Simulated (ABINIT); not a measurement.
# InTe2 (P6/mmm) in ABINIT: projected density of states with PBE

Aim: the projected density of states of InTe2 with PBE.

Program: ABINIT 10.8.3 (patched build). These are calculated values, not measurements. Logs are shortened: lines on timing, memory, paths and dates and some standing lists are left out, and cuts for length are marked. The log counts tension as positive stress, the text compression.

**1. The undisturbed crystal**

Symmetry: P6/mmm, No. 191, hexagonal system. Conventional cell: a = 5.225 Å, b = 5.225 Å, c = 3.686 Å, α = 90.00°, β = 90.00°, γ = 120.00°. In (site symmetry 6/mmm) has 12 Te at 3.54 Å and 2 In at 3.69 Å as nearest neighbours. Around Te (site symmetry -6m2) lie 3 Te at 3.02 Å.

The cell was built by a generator and needn't be a form met in nature.

**2. Projected density of states, PBE**

Contents of run.abi:

```
# Datasets: ground state, then fixed potential
ndtset 2

# Pseudopotentials
pp_dirpath "./"
pseudos "In.GGA_PBE-JTH.xml, Te.GGA_PBE-JTH.xml"

# Structure
acell 3*1.0 Angstrom
rprim
     5.3378600900     0.0000000000     0.0000000000
    -2.6689300500     4.6227224400     0.0000000000
     0.0000000000     0.0000000000     3.9561999100
ntypat 2
znucl 49 52
natom 3
typat 1 2 2
xcart
     0.0000000000     0.0000000000     0.0000000000
     5.0435468781     2.9118930915     3.7380671621
    -0.0000000567     5.8237862703     3.7380671621
chkprim 0
chksymtnons 0
tolsym 1.0e-6

# Plane-wave basis
ecut 17.0
pawecutdg 34.0

# Exchange and correlation
ixc 11

# Bands and occupations
occopt 3
tsmear 0.05 eV

# SCF cycle
nstep 100

# Output
iomode 3
prtwf 0
prteig 0
prtebands 0
enunit 2
prtden1 1

# Dataset 1
kptopt1 1
ngkpt1 6 6 7
nshiftk1 1
shiftk1 0.0 0.0 0.0
nband1 17
tolvrs1 1.0e-9

# Dataset 2: density of states
iscf2 -3
getden2 1
nband2 19
nbdbuf2 2
tolwfr2 1.0e-10
kptopt2 1
ngkpt2 8 8 10
nshiftk2 1
shiftk2 0.0 0.0 0.0
prtdos2 3
dosdeltae2 0.02 eV
natsph 3
iatsph 1 2 3
```

Potentials or basis: JTH PAW PBE v2.0.

Run with:

```
abinit run.abi > log 2>&1
```

run.abo:

```text
.Version 10.8.3 of ABINIT
 DATASET    1 : space group P6/m m m (#191); Bravais hP (primitive hexag.)
================================================================================
 Values of the parameters that define the memory need for DATASET  1.
     intxc =       0    ionmov =       0      iscf =      17    lmnmax =      18
     lnmax =       6     mgfft =      40  mpssoang =       3    mqgrid =    3001
     natom =       3  nloc_mem =       2    nspden =       1   nspinor =       1
    nsppol =       1      nsym =      24    n1xccc =       1    ntypat =       2
    occopt =       3   xclevel =       2
       mpw =        2228          nfft =       48000          nkpt =          28
 PAW method is used; the additional fine FFT grid is defined by:
   mgfftf=        54    nfftf =    116640
================================================================================
================================================================================

 DATASET    2 : space group P6/m m m (#191); Bravais hP (primitive hexag.)
================================================================================
 Values of the parameters that define the memory need for DATASET  2.
     intxc =       0    ionmov =       0      iscf =      -3    lmnmax =      18
     lnmax =       6     mgfft =      40  mpssoang =       3    mqgrid =    3001
     natom =       3  nloc_mem =       2    nspden =       1   nspinor =       1
    nsppol =       1      nsym =      24    n1xccc =       1    ntypat =       2
    occopt =       3   xclevel =       2
       mpw =        2232          nfft =       48000          nkpt =          60
 PAW method is used; the additional fine FFT grid is defined by:
   mgfftf=        54    nfftf =    116640
================================================================================
================================================================================

--------------------------------------------------------------------------------
------------- Echo of variables that govern the present computation ------------
--------------------------------------------------------------------------------
 -outvars: echo values of preprocessed input variables --------
            acell      1.8897261259E+00  1.8897261259E+00  1.8897261259E+00 Bohr
              amu      1.14820000E+02  1.27600000E+02
          chkprim           0
      chksymtnons           0
        dosdeltae1     0.00000000E+00 Hartree
        dosdeltae2     7.34986444E-04 Hartree
             ecut      1.70000000E+01 Hartree
           enunit           2
           getden1          0
           getden2          1
           iatsph2       1    2    3
             iscf1         17
             iscf2         -3
                       outvar_i_n : Printing only first  50 k-points.
              ixc          11
           jdtset        1    2
                       outvar_i_n : Printing only first  50 k-points.
         kptrlatt1       6    0    0      0    6    0      0    0    7
         kptrlatt2       8    0    0      0    8    0      0    0   10
          kptrlen1     5.23329403E+01
          kptrlen2     7.47613433E+01
            natom           3
           natsph2       3
            nband1         17
            nband2         19
           nbdbuf1          0
           nbdbuf2          2
           ndtset           2
            ngfft          40      40      30
          ngfftdg          54      54      40
             nkpt1         28
             nkpt2         60
            nstep         100
             nsym          24
           ntypat           2
                       prtocc : prtvol=0, do not print more k-points.
           occopt           3
        pawecutdg      3.40000000E+01 Hartree
         pawxcdev           0
           prtdos1          0
           prtdos2          3
        prtebands           0
           prteig           0
            prtwf           0
            rprim      5.3378600900E+00  0.0000000000E+00  0.0000000000E+00
                      -2.6689300500E+00  4.6227224400E+00  0.0000000000E+00
                       0.0000000000E+00  0.0000000000E+00  3.9561999100E+00
          spgroup         191
           tolsym      1.00000000E-06
           tolvrs1     1.00000000E-09
           tolvrs2     0.00000000E+00
           tolwfr1     0.00000000E+00
           tolwfr2     1.00000000E-10
           tsmear      1.83746611E-03 Hartree
            typat      1  2  2
           useylm           1
                       outvars : Printing only first  50 k-points.
           xangst      0.0000000000E+00  0.0000000000E+00  0.0000000000E+00
                       2.6689300433E+00  1.5409074800E+00  1.9780999550E+00
                      -3.3333326188E-09  3.0818149600E+00  1.9780999550E+00
            xcart      0.0000000000E+00  0.0000000000E+00  0.0000000000E+00
                       5.0435468311E+00  2.9118931226E+00  3.7380671646E+00
                      -6.2990857361E-09  5.8237862451E+00  3.7380671646E+00
[... 264 lines left out ...]

--- !BeginCycle
iteration_state: {dtset: 2, }
solver: {iscf: -3, nstep: 100, nline: 4, wfoptalg: 10, }
tolerances: {tolwfr: 1.00E-10, }
...

     iter   Etot(hartree)      deltaE(h)  residm     vres2
 Non-SCF case, kpt    1 (  0.00000  0.00000  0.00000), residuals and eigenvalues=
  5.23E-11  3.82E-11  7.86E-11  4.01E-11  4.45E-11  9.69E-11  7.05E-11  4.52E-11
  6.02E-11  4.86E-11  3.10E-11  8.88E-11  5.70E-11  9.53E-11  4.78E-11  2.90E-11
  5.15E-11  5.50E-11  4.47E-05
 -6.5887E-01 -6.5800E-01 -6.5800E-01 -6.5731E-01 -6.5731E-01 -6.0167E-01
 -4.6985E-01 -2.7742E-01 -2.7742E-01 -2.7503E-01 -1.9264E-01 -1.9264E-01
 -1.9092E-01 -8.0431E-02  1.0856E-02  7.4469E-02  7.4469E-02  8.7132E-02
  2.0006E-01
 prteigrs : prtvol=0 or 1, do not print more k-points.

--- !ResultsGS
iteration_state: {dtset: 2, }
comment   : Summary of ground state results
lattice_vectors:
- [ 10.0870937,   0.0000000,   0.0000000, ]
- [ -5.0435468,   8.7356794,   0.0000000, ]
- [  0.0000000,   0.0000000,   7.4761343, ]
lattice_lengths: [  10.08709,   10.08709,    7.47613, ]
lattice_angles: [ 90.000,  90.000, 120.000, ] # degrees, (23, 13, 12)
lattice_volume:   6.5877913E+02
convergence: {deltae:  0.000E+00, res2:  0.000E+00, residm:  9.984E-11, diffor:  0.000E+00, }
etotal    :  -7.46653594E+01
entropy   :   0.00000000E+00
fermie    :  -1.30135226E-01
cartesian_stress_tensor: null
pressure_GPa: null
xred      :
- [  0.0000E+00,   0.0000E+00,   0.0000E+00, In]
- [  6.6667E-01,   3.3333E-01,   5.0000E-01, Te]
- [  3.3333E-01,   6.6667E-01,   5.0000E-01, Te]
cartesian_forces: null
force_length_stats: {min: null, max: null, mean: null, }
...

 Integrated electronic density in atomic spheres:
 ------------------------------------------------
 Atom  Sphere_radius  Integrated_density
    1        2.50645         11.01672523
    2        2.31107          3.03928155
    3        2.31107          3.03928155

================================================================================

 ----iterations are completed or convergence reached----

 Mean square residual over all n,k,spin=   54.490E-12; max=  99.844E-12
 reduced coordinates (array xred) for    3 atoms
       0.000000000000      0.000000000000      0.000000000000
       0.666666666667      0.333333333333      0.500000000000
       0.333333333333      0.666666666667      0.500000000000

 cartesian coordinates (angstrom) at end:
    1      0.00000000000000     0.00000000000000     0.00000000000000
    2      2.66893004333333     1.54090748000000     1.97809995500000
    3     -0.00000000333333     3.08181496000000     1.97809995500000
 length scales=  1.889726125908  1.889726125908  1.889726125908 bohr
              =  1.000000000000  1.000000000000  1.000000000000 angstroms
 Eigenvalues (hartree) for nkpt=  60  k points:
 kpt#   1, nband= 19, wtk=  0.00156, kpt=  0.0000  0.0000  0.0000 (reduced coord)
  -0.65887   -0.65800   -0.65800   -0.65731   -0.65731   -0.60167   -0.46985   -0.27742
  -0.27742   -0.27503   -0.19264   -0.19264   -0.19092   -0.08043    0.01086    0.07447
   0.07447    0.08713    0.20006
      occupation numbers for kpt#   1
   2.00000    2.00000    2.00000    2.00000    2.00000    2.00000    2.00000    2.00000
   2.00000    2.00000    2.00000    2.00000    2.00000    0.00000    0.00000    0.00000
   0.00000    0.00000    0.00000
 prteigrs : prtvol=0 or 1, do not print more k-points.

 Eigenvalues (   eV  ) for nkpt=  60  k points:
 kpt#   1, nband= 19, wtk=  0.00156, kpt=  0.0000  0.0000  0.0000 (reduced coord)
 -17.92869  -17.90506  -17.90506  -17.88636  -17.88636  -16.37219  -12.78526   -7.54892
  -7.54892   -7.48403   -5.24193   -5.24193   -5.19509   -2.18863    0.29541    2.02641
   2.02641    2.37100    5.44390
 prteigrs : prtvol=0 or 1, do not print more k-points.

--- !EnergyTerms
iteration_state     : {dtset: 2, }
comment             : Components of total free energy in Hartree
kinetic             :  1.87750658044583E+01
hartree             :  2.51704082460318E+01
xc                  : -1.56516165115992E+01
Ewald energy        : -5.38558726471705E+01
psp_core            :  9.33454713496280E+00
local_psp           : -6.69578010461253E+01
PAW spherical_terms :  8.51213244677031E+00
internal            : -7.46731365726719E+01
'-kT*entropy'       : -9.45344176416755E-04
total_energy        : -7.46740819168483E+01
total_energy_eV     : -2.03198528560338E+03
...

--- !EnergyTermsDC
iteration_state     : {dtset: 2, }
comment             : '"Double-counting" decomposition of free energy'
band_energy         : -1.12957986515249E+01
Ewald energy        : -5.38558726471705E+01
psp_core            :  9.33454713496280E+00
xc_dc               : -3.01407782477680E+01
PAW spherical_terms :  1.12931110247756E+01
internal            : -7.46647913867249E+01
'-kT*entropy'       : -9.45344176416755E-04
total_energy_dc     : -7.46657367309013E+01
total_energy_dc_eV  : -2.03175820152529E+03
...

--- !EnergyTermsWithPAWCore
iteration_state     : {dtset: 2, }
comment             : 'Components of total free energy, including PAW core contributions'
Total energy        : -1.94709086791009E+04
Total energy DC     : -1.94709003339150E+04
Total energy (eV)   : -5.29830416627239E+05
Total energy DC (eV): -5.29830189543161E+05
...

== END DATASET(S) ==============================================================
================================================================================

 -outvars: echo values of variables after computation  --------
            acell      1.8897261259E+00  1.8897261259E+00  1.8897261259E+00 Bohr
           etotal1    -7.4665359355E+01
           etotal2    -7.4665359355E+01
            fcart1    -0.0000000000E+00  1.3151375108E-27 -0.0000000000E+00
                       3.4168274816E-27  7.2332563131E-27 -0.0000000000E+00
                      -3.4168274816E-27 -8.5483938239E-27 -0.0000000000E+00
            rprim      5.3378600900E+00  0.0000000000E+00  0.0000000000E+00
                      -2.6689300500E+00  4.6227224400E+00  0.0000000000E+00
                       0.0000000000E+00  0.0000000000E+00  3.9561999100E+00
           strten1     1.5048422718E-05  1.5048421412E-05  1.4205874449E-05
                       0.0000000000E+00  0.0000000000E+00  1.5342162132E-11
           xangst      0.0000000000E+00  0.0000000000E+00  0.0000000000E+00
                       2.6689300433E+00  1.5409074800E+00  1.9780999550E+00
                      -3.3333326188E-09  3.0818149600E+00  1.9780999550E+00
             xred      0.0000000000E+00  0.0000000000E+00  0.0000000000E+00
                       6.6666666667E-01  3.3333333333E-01  5.0000000000E-01
                       3.3333333333E-01  6.6666666667E-01  5.0000000000E-01
 Calculation completed.
```

Wall time 3.4 min (1 thread of Arm Neoverse V2, shared host); peak memory 0.2 GiB.

Results:

```
Free energy                                           : -2031.7479 eV
Band gap on the k mesh                                : none (metal or under the smearing width)
Valence electrons inside the program's atomic spheres : In 11.01; Te 3.05
```

States per cell in windows of 1 eV (zero at the Fermi level; states under -8 eV left out):
| from (eV) | total | Te2 p | Te3 p | In1 p | In1 s | Te3 d | Te2 d |
| --- | --- | --- | --- | --- | --- | --- | --- |
| -8.0 | 0.00 | 0.00 | 0.00 | 0.00 | 0.00 | 0.00 | 0.00 |
| -7.0 | 0.19 | 0.02 | 0.02 | 0.00 | 0.04 | 0.00 | 0.00 |
| -6.0 | 1.40 | 0.11 | 0.11 | 0.01 | 0.32 | 0.00 | 0.00 |
| -5.0 | 1.49 | 0.21 | 0.21 | 0.02 | 0.15 | 0.00 | 0.00 |
| -4.0 | 1.98 | 0.30 | 0.30 | 0.03 | 0.14 | 0.00 | 0.00 |
| -3.0 | 1.61 | 0.24 | 0.24 | 0.04 | 0.12 | 0.00 | 0.00 |
| -2.0 | 2.32 | 0.39 | 0.39 | 0.04 | 0.16 | 0.01 | 0.01 |
| -1.0 | 2.02 | 0.36 | 0.36 | 0.07 | 0.06 | 0.01 | 0.01 |
| 0.0 | 1.81 | 0.36 | 0.36 | 0.05 | 0.07 | 0.01 | 0.01 |
| 1.0 | 1.32 | 0.20 | 0.20 | 0.13 | 0.01 | 0.01 | 0.01 |
| 2.0 | 2.52 | 0.24 | 0.24 | 0.46 | 0.01 | 0.02 | 0.02 |
| 3.0 | 1.95 | 0.14 | 0.14 | 0.45 | 0.02 | 0.02 | 0.02 |
| 4.0 | 1.37 | 0.11 | 0.11 | 0.32 | 0.01 | 0.01 | 0.01 |
| 5.0 | 0.59 | 0.02 | 0.02 | 0.08 | 0.00 | 0.01 | 0.01 |
| 6.0 | 1.95 | 0.04 | 0.03 | 0.09 | 0.02 | 0.06 | 0.06 |
| 7.0 | 1.30 | 0.04 | 0.04 | 0.04 | 0.01 | 0.04 | 0.04 |

Caveat: the cutoff is too short for stress, so the log's stress isn't used. The run has no spin-orbit coupling, so splittings on Te are missing.
